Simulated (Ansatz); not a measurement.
# GaH₄NS₂: ionisation energy by level of theory

An exercise on one series of results from a longer session: the logs are not shown, and one member is left open.

The runs use Ansatz 0.2.0, Gaussian basis; unrestricted cation, the program's frozen cores in correlated methods.

The runs, in order: UKS PBE-D4/def2-TZVPP; UKS r2SCAN-D4/def2-TZVPP; UKS PBE0-D4/def2-TZVPP; UKS B3LYP-D4/def2-TZVPP; UKS wB97X-V/def2-TZVPP; UKS wB97M-V/def2-TZVPP; UKS B2PLYP/def2-TZVPP; UHF-CCSD(T)/def2-TZVPP; UHF-MP2/def2-QZVPP; extrapolation to the limit; then −ε(HOMO) from the neutral's earlier runs with LDA (SPW92), PBE-D4, revPBE-D4, BLYP-D4, r2SCAN-D4, B97M-V, PBE0-D4, B3LYP-D4, r2SCANh-D4, r2SCAN0-D4, HSE06-D4, BHLYP-D4, CAM-B3LYP-D4, LC-ωPBE, ωB97X-V, ωB97M-V.

## Structure used throughout

The geometry comes from an earlier relaxation with PBE0-D4 in a triple-zeta def2 set; it is a stationary point, not always the lowest conformer.

SMILES `[NH2][Ga]([SH])[SH]`, 8 atoms, charge 0, spin multiplicity 1.

Atoms are counted from 1 here; the program's logs count them from 0.

Bond lengths: N1–Ga2 1.807 Å, N1–H5 1.005 Å, N1–H6 1.005 Å, Ga2–S3 2.200 Å, Ga2–S4 2.200 Å, S3–H7 1.342 Å, S4–H8 1.342 Å. Angles: Ga2–N1–H5 122.8°, Ga2–N1–H6 122.8°, H5–N1–H6 112.3°, N1–Ga2–S3 118.3°, N1–Ga2–S4 118.3°, S3–Ga2–S4 123.4°, Ga2–S3–H7 94.2°, Ga2–S4–H8 94.2°.

The first run:

The input, in.yaml:

```yaml
crystal:
  periodic: [false, false, false]
  atoms:
    - {symbol: N, position_ang: [-0.636504, 1.601437, -0.588759]}
    - {symbol: Ga, position_ang: [-0.007407, 0.014957, 0.005043]}
    - {symbol: S, position_ang: [2.100139, -0.105318, 0.625954]}
    - {symbol: S, position_ang: [-1.404267, -1.680616, 0.129846]}
    - {symbol: H, position_ang: [-0.038447, 2.385274, -0.784639]}
    - {symbol: H, position_ang: [-1.548216, 1.706249, -0.998950]}
    - {symbol: H, position_ang: [2.022319, -1.396187, 0.984901]}
    - {symbol: H, position_ang: [-0.487607, -2.525795, 0.626604]}
basis:
  gaussian: {orbitals: def2-TZVPP}
total_charge: 1
magnetization: {spin_polarized: true, initial_magnetization: 1}
hamiltonian: {xc: pbe, dispersion: d4}
```

On the command line:

```bash
> ansatz run in.yaml --threads 2 --pin off --events-out ev --progress --plain --max-ram 32768MiB --backend cpu
```

Among the steps run: Cation, UKS PBE-D4/def2-TZVPP; Cation, UKS r2SCAN-D4/def2-TZVPP; Cation, UKS PBE0-D4/def2-TZVPP; Cation, UKS B3LYP-D4/def2-TZVPP; Cation, UKS wB97X-V/def2-TZVPP; Cation, UKS wB97M-V/def2-TZVPP; Cation, UKS B2PLYP (frozen core)/def2-TZVPP; Cation, UHF-CCSD(T)/def2-TZVPP; Cation, UHF-MP2/def2-QZVPP.

One of the session's tables, all rows but one given; the rest of the session is left out.

Orbital estimates, from the neutral's runs:

| functional | −ε(HOMO) (eV) |
| --- | --- |
| LDA (SPW92) | 6.18 |
| PBE-D4 | 6.00 |
| revPBE-D4 | 5.94 |
| BLYP-D4 | 5.85 |
| r2SCAN-D4 | 6.30 |
| B97M-V | 6.33 |
| PBE0-D4 | 7.35 |
| B3LYP-D4 | 7.09 |
| r2SCANh-D4 | 6.81 |
| r2SCAN0-D4 | 7.56 |
| HSE06-D4 | 6.95 |
| BHLYP-D4 | 8.54 |
| CAM-B3LYP-D4 | 8.74 |
| LC-ωPBE | 10.19 |
| ωB97X-V | ? |
| ωB97M-V | 9.65 |

Estimate the missing values for ωB97X-V.

The run gave: −ε(HOMO) (eV): 9.78. In the column «−ε(HOMO) (eV)» it lies between ωB97M-V (9.65) and LC-ωPBE (10.19).
